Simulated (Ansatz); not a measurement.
Te4Pt3: equation of state with PBEsol

Te4Pt3:

```
Pt Te
1.0
     1.99400    1.15124   11.79667
    -1.99400    1.15124   11.79667
     0.00000   -2.30247   11.79667
Pt Te
3 4
Direct
  0.85400 0.85400 0.85400
  0.14600 0.14600 0.14600
  0.00000 0.00000 0.00000
  0.70500 0.70500 0.70500
  0.29500 0.29500 0.29500
  0.55700 0.55700 0.55700
  0.44300 0.44300 0.44300
```

| Quantity | Value |
| --- | --- |
| Program | Ansatz 0.2.0 |
| Task | equation of state |
| Functional | PBEsol |
| Potentials or basis | Ansatz PAW |
| Cutoff | 420 eV |
| Density cutoff | 1680 eV |
| k mesh | 8 × 8 × 8 |
| Occupations | fermi-dirac, width 0.05 eV |
| Spin | no spin polarisation |

```json
{
  "Equilibrium volume": "22.98 Å³/atom",
  "Bulk modulus at fixed shape and positions": "124 GPa",
  "Pressure derivative of the bulk modulus": "5.1"
}
```

Energy against volume, from the lowest point:
| volume (Å³/atom) | energy (meV/atom) |
| --- | --- |
| 21.819 | 24.18 |
| 22.283 | 7.74 |
| 22.747 | 0.02 |
| 23.211 | 0.00 |
| 23.676 | 6.80 |
| 24.140 | 19.64 |
| 24.604 | 37.81 |

All runs of the series together: 36 s on 4 threads of Intel(R) Xeon(R) 6975P-C (Granite Rapids), with other jobs on the host.

Caveat: the cell was scaled at fixed shape and fractional positions, which overstates the stiffness of a crystal with free parameters, most of all of layers and chains. The run has no spin-orbit coupling, so splittings on Pt, Te are missing.
